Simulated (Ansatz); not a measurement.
# BC5: the cost of one run

Computed with Ansatz 0.2.0 (DFT PBE, scalar-relativistic, plane waves, PAW, unless a step's input says otherwise).

2 further runs of the same task are left out: 1 that didn't finish, 1 set aside as unsound or not needed.

## Step 1: The starting structure

The structure is orthorhombic, space group Cmmm (No. 65). The conventional cell has a = 4.641 Å, b = 6.801 Å, c = 5.531 Å, α = 90.00°, β = 90.00°, γ = 90.00°. B (site symmetry mmm) is surrounded by 2 C at 1.47 Å. Around C (site symmetry mmm) lie 2 C at 1.56 Å. Around C (site symmetry 2mm) lie 2 C at 1.52 to 1.56 Å. C (site symmetry m2m) is surrounded by 1 B at 1.47 Å.

As a file:

```xyz
6
Lattice="2.3207 -3.4005 0.0000 2.3207 3.4005 0.0000 0.0000 0.0000 5.5307" Properties=species:S:1:pos:R:3 pbc="T T T"
B     0.0000    0.0000    2.7653
C     2.3207    0.0000    0.0000
C     0.7614    0.0000    0.0000
C     3.8801    0.0000    0.0000
C     2.3207   -1.9325    2.7653
C     2.3207    1.9325    2.7653
```

A structure generator made this guess: random cell by space group and Wyckoff sites (Cmmm, No. 65). Its size is a rough estimate.

## Step 2: The guess as it stands, on a coarse mesh

input.yaml

```yaml
crystal:
  lattice:
    - [2.32073476, -3.4005117, 0.0]
    - [2.32073476, 3.4005117, 0.0]
    - [0.0, 0.0, 5.53067509]
  atoms:
    - { symbol: B, position: [0.0, 0.0, 0.5] }
    - { symbol: C, position: [0.5, 0.5, 0.0] }
    - { symbol: C, position: [0.16404619, 0.16404619, 0.0] }
    - { symbol: C, position: [0.83595381, 0.83595381, 0.0] }
    - { symbol: C, position: [0.78414773, 0.21585227, 0.5] }
    - { symbol: C, position: [0.21585227, 0.78414773, 0.5] }
basis:
  ecutwfc: 420
kpoints:
  mp_grid: { grid: [4, 4, 4] }
hamiltonian:
  xc: pbe
scf:
  occupations: { method: gaussian, width: 0.1 }
  lower_state_search: "off"
output:
  forces: true
  stress: true
  eigenvalues: true
```

Launch:

```sh
> ansatz run input.yaml --threads 1 --pin off --max-ram 2560MiB --backend cpu --events-out ev --progress --plain --runs-dir out
```

What time and memory should one allow on 1 thread of Arm Neoverse V2, shared host?

About 1.9 s, with a peak of 0.32 GiB.
